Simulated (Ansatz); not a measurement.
Working through energies of removing a hydrogen of C₂H₆Sn, SMILES [CH3][Sn][CH3]

Program: Ansatz 0.2.0, Python API.

Notebook, run cell by cell (the value of a cell's last expression is shown):

```python
import ansatz
from ase import Atoms
```

```python
def single_point(molecule, charge=0, unpaired=0):
    calc = (
        molecule.calculation()
        .basis(gaussian="def2-SVP")
        .functional("cam_b3lyp")
    )
    if charge:
        calc = calc.charge(charge)
    if unpaired:
        calc = calc.spin("collinear", total=unpaired)
    report = calc.run().report
    if report["published_state_doubts"]:
        print("  doubts:", report["published_state_doubts"])
    return report["free_energy_ev"]
```

```python
def without(molecule, index):
    rest = ansatz.Crystal.molecule()
    for i, site in enumerate(molecule.cartesian_sites):
        if i != index:
            rest = rest.atom(site.symbol, site.position_ang)
    return rest
```

```python
atoms = Atoms(["C", "Sn", "C", "H", "H", "H", "H", "H", "H"], positions=[
    (-0.8554, 1.0885, -0.963),
    (1.038, 0.3133, -0.6007),
    (0.8642, -1.1416, 0.9493),
    (-1.5181, 0.3308, -1.2874),
    (-0.836, 1.8831, -1.8008),
    (-1.2879, 1.627, -0.0514),
    (0.2315, -1.9493, 0.6539),
    (1.9389, -1.5545, 1.1572),
    (0.5132, -0.6435, 1.9258),
])
system = ansatz.Crystal.molecule_from_ase(atoms)
```

```python
whole = single_point(system, 0)
hydrogen = single_point(ansatz.Crystal.molecule().atom("H", (0, 0, 0)), 0, 1)
print(f"E(molecule) = {whole:.5f} eV, E(H) = {hydrogen:.5f} eV")
for index in [8]:
    radical = single_point(without(system, index), 0, 1)
    print(f"H{index}: homolysis {96.485332 * (radical + hydrogen - whole):.1f} kJ/mol")
    anion = single_point(without(system, index), -1)
    print(f"H{index}: loss of a proton {96.485332 * (anion - whole):.1f} kJ/mol")
```

    E(molecule) = -7998.55560 eV, E(H) = -13.54842 eV
    H8: homolysis 440.6 kJ/mol
    H8: loss of a proton 1656.3 kJ/mol

Total energies depend on the basis set; only differences at equal settings carry meaning. The geometry is a force-field or estimated start, not a minimum of this method, and the basis set is short of its limit. All parts are taken at fixed geometry, without zero-point energy. def2 sets replace the cores of elements past krypton by effective core potentials. The expectation value of S² is noticeably off S(S+1) in at least one run, so that state is spin-contaminated. The spin-orbit lowering of heavy atoms is left out. Anions want diffuse functions, which this basis lacks. Hardware and time: 19 s on 1 thread of Arm Neoverse N1, with other jobs on the host, peak memory 0.29 GiB.

(Lines on the test bed's own set-up are left out of the output.)
